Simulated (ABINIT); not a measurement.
Crystal: BIr.

```
CELL_PARAMETERS angstrom
3.04211 0.00000 0.00000
-1.52105 2.63454 0.00000
0.00000 0.00000 2.70297
ATOMIC_POSITIONS crystal
Ir 0.66667 0.33333 0.00000
B 0.00000 0.00000 0.50000
```

The cell comes from a database or a generator and needn't be the stable form of this composition.

```yaml
Program: ABINIT 10.8.3 (patched build)
Task: relaxation of cell and atoms
Functional: revPBE
Potentials_or_basis: JTH PAW PBE v2.0
Cutoff: 517 eV
k_mesh: 10 × 10 × 10
Occupations: fermi-dirac, width 0.05 eV
Spin: no spin polarisation
```

At the start: pressure 5.3 GPa; volume 10.83 Å³/atom.

Task: Where does the relaxation end?

Result: Over 3 steps the energy falls by 3.1 meV/atom and the volume is 11.01 Å³/atom (+1.6 %); space group P-6m2 (No. 187, to 0.05 Å).

Step by step:
```
step  energy change (eV)  largest force (eV/Å)  pressure (GPa)  volume (Å³)
   1              0.0000                0.0000            5.30        21.66
   2             -0.0062                0.0000            0.02        22.02
   3             -0.0062                0.0000           -0.01        22.02
```

Final structure:
```xyz
2
Lattice="3.0553 0.0000 0.0000 -1.5276 2.6460 0.0000 0.0000 0.0000 2.7235" Properties=species:S:1:pos:R:3 pbc="T T T"
Ir    1.5276    0.8820    0.0000
B     0.0000    0.0000    1.3617
```

Caveat: the PAW data sets were made with another functional, which shifts forces and pressure a little; the atomic spheres overlap.
